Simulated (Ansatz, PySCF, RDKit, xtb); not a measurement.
# SiNH3ICl: a search for the lowest isomer

Task: start from the formula SiNH3ICl, draw up candidate structures, narrow them down in stages, and characterise the one that lies lowest at 298.15 K.

The funnel: GFN2-xTB relaxations, single points with a density functional, relaxations at B3LYP-D3(BJ)/def2-SVP, harmonic vibrations, and a last energy at a higher level. All values are calculated.

3 further runs of the same task are left out: 3 set aside as unsound or not needed.

## Step 1: Drawing up candidates

A program enumerates the bonding patterns with one Lewis structure each (two rings at most, one unusual centre or charged pair), with their diastereomers. O–O, O–halogen and N–halogen bonds and N–N–N chains are not drawn. That gives 2 candidates.

```csv
label,SMILES,spin
c823,[NH3+][Si-](Cl)I,singlet
c948,N[Si@H](Cl)I,singlet
```

Candidates are built by distance geometry, with a force field where one applies, in up to four conformers (letters a to d). 4 starts with atoms placed at random are added, to find patterns that the rules miss.

**Question.** With final energies at CCSD(T)/def2-SVP + MP2/def2-TZVPP - MP2/def2-SVP, which structure will this search put lowest in free energy, and by what margin?

| quantity | value |
| --- | --- |
| lowest structure found | N[Si@H](Cl)I, singlet, C1 |
| next finalist | [NH3][Si]([Cl])[I] ‡, singlet, 25.6 kcal/mol higher in G |
| share at equilibrium, among the finalists | 100.0 % |
| harmonic wavenumbers, lowest and highest (B3LYP-D3(BJ)/def2-SVP) | 113 and 3653 cm⁻¹ |
| rotational constants, same geometry | 0.1328, 0.03532, 0.02925 cm⁻¹ |
| dipole moment (PBE0/def2-TZVPD) | 2.31 D |
| HOMO energy (PBE0/def2-TZVPD) | -7.59 eV |
| LUMO energy (PBE0/def2-TZVPD) | -0.77 eV |
| HOMO–LUMO gap (PBE0/def2-TZVPD) | 6.82 eV |
| lowest excitation (TD-B3LYP/def2-SVPD) | 5.27 eV (f = 0.008) |
| strongest of the states computed, same level | 6.75 eV (f = 0.149) |
| lowest triplet excitation, same level, Tamm-Dancoff | 4.85 eV |
| vertical ionisation energy | 9.55 eV |
| vertical electron affinity | -0.49 eV (unbound: the value depends on the basis) |
| vertical triplet less singlet | +5.16 eV |

The search ends on `N[Si@H](Cl)I`. The margin of 25.6 kcal/mol over the next finalist is beyond the usual error of the last level; it says nothing of structures that weren't ranked. GFN2-xTB, HF/STO-3G, r2SCAN-D4/def2-SVP, B3LYP-D3(BJ)/def2-SVP, HF/def2-SVP and MP2/def2-SVP already put its bonding pattern lowest among the structures in one piece. Spin-orbit coupling, which matters for elements this heavy, is left out. The search is not exhaustive (a finite list of starts, one conformer a finalist), so a lower isomer can't be ruled out. Patterns outside the rules of the enumeration were met only by chance.

‡ marks the bonded skeleton alone, with all bonds drawn single: no Lewis structure was assigned that passes a check against the bond lengths.
